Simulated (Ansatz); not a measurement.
**C2H3ClO2Zr: how energies converge with the basis set**

The task here is to estimate one member of a computed series from the others.

Computed with Ansatz 0.2.0, Gaussian basis. Level: one geometry, several basis sets.

Levels to be run: PBE0-D4/def2-SVP; ωB97M-V/def2-SVP; PBE0-D4/def2-QZVPP; ωB97M-V/def2-QZVPP; the functionals' def2-TZVPP values are taken from earlier runs.

2 further runs of the same task are left out: 1 for a known fault of the program, 1 set aside as unsound or not needed.

## Structure used throughout

An earlier PBE0-D4 in a triple-zeta def2 set relaxation fixed the geometry. Zr takes the def2 core potential; no spin-orbit term is included.

SMILES `C#[C][Zr]([OH])([OH])[Cl]`, 9 atoms, charge 0, spin multiplicity 1.

Atoms are counted from 1 here; the program's logs count them from 0.

Bond lengths: C1–C2 1.215 Å, C1–H7 1.067 Å, C2–Zr3 2.192 Å, Zr3–O4 1.898 Å, Zr3–O5 1.898 Å, Zr3–Cl6 2.362 Å, O4–H8 0.953 Å, O5–H9 0.953 Å. Angles: C2–C1–H7 179.8°, C1–C2–Zr3 178.9°, C2–Zr3–O4 107.5°, C2–Zr3–O5 107.5°, C2–Zr3–Cl6 109.8°, O4–Zr3–O5 111.8°, O4–Zr3–Cl6 110.2°, O5–Zr3–Cl6 110.1°, Zr3–O4–H8 169.1°, Zr3–O5–H9 168.8°.

Set-up of the first run:

File in.yaml:

```yaml
crystal:
  periodic: [false, false, false]
  atoms:
    - {symbol: C, position_ang: [2.396785, -0.364935, -1.268427]}
    - {symbol: C, position_ang: [1.317418, -0.120540, -0.766699]}
    - {symbol: Zr, position_ang: [-0.633891, 0.352104, 0.113376]}
    - {symbol: O, position_ang: [-1.760745, -1.150105, -0.160578]}
    - {symbol: O, position_ang: [-0.357340, 0.697727, 1.958923]}
    - {symbol: Cl, position_ang: [-1.546545, 2.257626, -0.943586]}
    - {symbol: H, position_ang: [3.344343, -0.577274, -1.710792]}
    - {symbol: H, position_ang: [-2.384740, -1.869884, -0.130888]}
    - {symbol: H, position_ang: [-0.375266, 0.775280, 2.908672]}
basis:
  gaussian: {orbitals: def2-SVP}
hamiltonian: {xc: pbe0, dispersion: d4}
output: {orbitals: {seedname: orbitals}}
```

Started as:

```bash
> ansatz run in.yaml --threads 2 --pin off --events-out ev --progress --plain --max-ram 32768MiB --backend cpu
```

Steps of the session up to this table: PBE0-D4 in def2-SVP; ωB97M-V in def2-SVP; PBE0-D4 in def2-QZVPP; ωB97M-V in def2-QZVPP.

One table of the session follows, with a row left open; its other results are not shown here.

It belongs to the step «Density functionals: the series». 

| functional | basis | HOMO (eV) |
| --- | --- | --- |
| PBE0-D4 | def2-SVP | ? |
| PBE0-D4 | def2-TZVPP | -8.01 |
| PBE0-D4 | def2-QZVPP | -8.03 |
| ωB97M-V | def2-SVP | -10.13 |
| ωB97M-V | def2-TZVPP | -10.23 |
| ωB97M-V | def2-QZVPP | -10.26 |

**Question.** Estimate the row for PBE0-D4, def2-SVP.

The run gave: HOMO (eV): -7.92. In the column «HOMO (eV)» it is the highest.
